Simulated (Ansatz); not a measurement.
# BaZn3H: the cost of one run

Method: DFT PBE, scalar-relativistic, plane waves, PAW, in Ansatz 0.2.0.

1 further run of the same task is left out (it didn't finish).

## (1) The system as given

It takes space group P4mm (No. 99, tetragonal). Conventional cell: a = 3.612 Å, b = 3.612 Å, c = 3.558 Å, α = 90.00°, β = 90.00°, γ = 90.00°. Ba (site symmetry 4mm) has 1 H at 1.53 Å as nearest neighbours. Zn (site symmetry 2mm) has 2 Zn at 1.84 Å and 2 Ba at 1.85 Å as nearest neighbours. Zn (site symmetry 4mm) has 4 Zn at 1.84 Å as nearest neighbours. Around H (site symmetry 4mm) lie 1 Ba at 1.53 Å.

Structure file:

```cif
data_structure
_symmetry_space_group_name_H-M 'P4mm'
_symmetry_Int_Tables_number 99
_cell_length_a 3.6119
_cell_length_b 3.6119
_cell_length_c 3.5580
_cell_angle_alpha 90.000
_cell_angle_beta 90.000
_cell_angle_gamma 90.000
_cell_volume 46.42
loop_
_atom_site_label
_atom_site_type_symbol
_atom_site_symmetry_multiplicity
_atom_site_Wyckoff_symbol
_atom_site_fract_x
_atom_site_fract_y
_atom_site_fract_z
_atom_site_occupancy
Ba1 Ba 1 a 0.00000 0.00000 0.10161 1
Zn1 Zn 2 c 0.50000 0.00000 0.99454 1
Zn2 Zn 1 b 0.50000 0.50000 0.90140 1
H1 H 1 a 0.00000 0.00000 0.67249 1
```

A structure generator made this guess: random cell by space group and Wyckoff sites (P4mm, No. 99). Its size is a rough estimate.

## (2) A first look at the guess

Input file input.yaml:

```yaml
crystal:
  lattice:
    - [3.61187761, 0.0, 0.0]
    - [0.0, 3.61187761, 0.0]
    - [0.0, 0.0, 3.55802362]
  atoms:
    - { symbol: Ba, position: [0.0, 0.0, 0.10161107] }
    - { symbol: Zn, position: [0.5, 0.0, 0.99454205] }
    - { symbol: Zn, position: [0.0, 0.5, 0.99454205] }
    - { symbol: Zn, position: [0.5, 0.5, 0.90139959] }
    - { symbol: H, position: [0.0, 0.0, 0.67249064] }
basis:
  ecutwfc: 420
kpoints:
  mp_grid: { grid: [6, 6, 6] }
hamiltonian:
  xc: pbe
scf:
  occupations: { method: gaussian, width: 0.1 }
  lower_state_search: "off"
output:
  forces: true
  stress: true
  eigenvalues: true
```

The run is started by

```sh
ansatz run input.yaml --threads 1 --pin off --max-ram 2560MiB --backend cpu --events-out ev --progress --plain --runs-dir out
```

**Question.** How long does this run take on 1 thread of Arm Neoverse V2, shared host, and how much memory does it need?

About 7.8 s, with a peak of 0.35 GiB.
